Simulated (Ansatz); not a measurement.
# ZnNi: a tetragonal deformation path

The task here is to estimate one member of a computed series from the others.

Method: DFT r2SCAN, scalar-relativistic, plane waves, PAW, in Ansatz 0.2.0.

## Starting point

Symmetry: P4/mmm, No. 123, tetragonal system. Conventional cell: a = 2.754 Å, b = 2.754 Å, c = 3.214 Å, α = 90.00°, β = 90.00°, γ = 90.00°. Zn (site symmetry 4/mmm) is surrounded by 8 Ni at 2.52 Å and 4 Zn at 2.75 Å. Ni (site symmetry 4/mmm) is surrounded by 8 Zn at 2.52 Å and 4 Ni at 2.75 Å.

Structure file:

```cif
data_structure
_symmetry_space_group_name_H-M 'P4/mmm'
_symmetry_Int_Tables_number 123
_cell_length_a 2.7542
_cell_length_b 2.7542
_cell_length_c 3.2140
_cell_angle_alpha 90.000
_cell_angle_beta 90.000
_cell_angle_gamma 90.000
_cell_volume 24.38
loop_
_atom_site_label
_atom_site_type_symbol
_atom_site_symmetry_multiplicity
_atom_site_Wyckoff_symbol
_atom_site_fract_x
_atom_site_fract_y
_atom_site_fract_z
_atom_site_occupancy
Zn1 Zn 1 d 0.50000 0.50000 0.50000 1
Ni1 Ni 1 a 0.00000 0.00000 0.00000 1
```

The cell is taken as given, not relaxed at this level.

The first run:

input.yaml

```yaml
crystal:
  lattice:
    - [2.7541809127, 0.0, 0.0]
    - [0.0, 2.7541809127, 0.0]
    - [0.0, 0.0, 3.214]
  atoms:
    - { symbol: Zn, position: [0.5, 0.5, 0.5] }
    - { symbol: Ni, position: [0.0, 0.0, 0.0] }
basis:
  ecutwfc: 500
kpoints:
  mp_grid: { grid: [20, 20, 16] }
hamiltonian:
  xc: r2scan
scf:
  occupations: { method: gaussian, width: 0.15 }
output:
  forces: true
  stress: true
  eigenvalues: true
```

Command:

```
$ ansatz run input.yaml --threads 1 --pin off --max-ram 2560MiB --backend cpu --events-out ev --progress --plain --runs-dir out
```

Steps of the session up to this table: Zero of the scan; Point ρ = 0.850; At ρ = 1.200; Point ρ = 0.920; ρ = 1.100; At ρ = 0.960; ρ = 1.050; Point ρ = 0.800; Point ρ = 1.300.

One table of the session follows, with a row left open; its other results are not shown here.

Collected from the runs (energy zero: the undisturbed cell):

| ρ | ΔE (meV/atom) | pressure (GPa) |
| --- | --- | --- |
| 0.800 | 9.7 | -7.8 |
| 0.850 | 10.3 | -7.9 |
| 0.920 | 6.6 | -7.9 |
| 0.960 | 2.5 | -7.9 |
| 1.000 | 0.0 | -7.9 |
| 1.050 | 0.7 | -7.9 |
| 1.100 | ? | ? |
| 1.200 | 30.6 | -7.3 |
| 1.300 | 77.7 | -6.6 |

Q: Estimate the row for ρ = 1.100 from the others.

Worked estimate for «ΔE (meV/atom)». A straight line through the neighbours (1.050, 0.7) and (1.200, 30.6) gives 0.7 + (30.6 − 0.7) × (1.100 − 1.050) / (1.200 − 1.050) = 10.7; a parabola fitted to 4 rows on both sides gives 5.2.

**Answer.** ΔE (meV/atom): 5.9; pressure (GPa): -7.7. In «ΔE (meV/atom)» the line misses by +4.8 and the parabola by -0.7.

Limits of these values: Spin polarisation is off in the runs that give these values; a magnetic solution could lie lower.
